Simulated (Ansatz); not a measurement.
# C2H6BN: the cost of one run

Method: the settings change from run to run; program: Ansatz 0.2.0, Gaussian basis.

### Step 1. The relaxed structure

An earlier PBE0-D4 in a triple-zeta def2 set relaxation fixed the geometry.

10 atoms, charge 0, spin multiplicity 1.

Atoms are counted from 1 here; the program's logs count them from 0.

Bond lengths: B1–C2 1.554 Å, B1–H5 1.196 Å, B1–H6 1.192 Å, C2–N3 1.276 Å, C2–H7 1.104 Å, N3–C4 1.434 Å, C4–H8 1.094 Å, C4–H9 1.094 Å, C4–H10 1.099 Å. Angles: C2–B1–H5 120.5°, C2–B1–H6 118.9°, H5–B1–H6 120.7°, B1–C2–N3 119.4°, B1–C2–H7 121.5°, N3–C2–H7 119.1°, C2–N3–C4 118.5°, N3–C4–H8 108.6°, N3–C4–H9 108.6°, N3–C4–H10 114.0°, H8–C4–H9 106.1°, H8–C4–H10 109.6°, H9–C4–H10 109.6°.

Coordinates:

```xyz
10

B    -1.0613    1.3119   -1.2048
C     0.0073    0.4322   -0.4982
N    -0.3443   -0.3287    0.4645
C     0.6586   -1.1307    1.1029
H    -0.7522    2.0340   -2.1073
H    -2.1925    1.2544   -0.8324
H     1.0663    0.4498   -0.8088
H     0.3609   -2.1816    1.0356
H     0.6742   -0.8871    2.1697
H     1.6659   -1.0053    0.6817
```

### Step 2. PBE0-DH/def2-TZVPD

The input, in.yaml:

```yaml
crystal:
  periodic: [false, false, false]
  atoms:
    - {symbol: B, position_ang: [-1.061288, 1.311907, -1.204756]}
    - {symbol: C, position_ang: [0.007271, 0.432226, -0.498178]}
    - {symbol: N, position_ang: [-0.344282, -0.328654, 0.464459]}
    - {symbol: C, position_ang: [0.658584, -1.130736, 1.102936]}
    - {symbol: H, position_ang: [-0.752176, 2.033990, -2.107334]}
    - {symbol: H, position_ang: [-2.192549, 1.254377, -0.832363]}
    - {symbol: H, position_ang: [1.066327, 0.449808, -0.808808]}
    - {symbol: H, position_ang: [0.360906, -2.181625, 1.035619]}
    - {symbol: H, position_ang: [0.674228, -0.887059, 2.169674]}
    - {symbol: H, position_ang: [1.665879, -1.005333, 0.681654]}
basis:
  gaussian: {orbitals: def2-TZVPD}
hamiltonian: {xc: {name: PBE0-DH}}
output: {forces: true}
```

On the command line:

```bash
ansatz run in.yaml --threads 2 --pin off --events-out ev --progress --plain --max-ram 4352MiB
```

Q: Estimate wall time and peak memory on 2 threads of Arm Neoverse V2, shared host.

About 13 s, with a peak of 0.67 GiB.
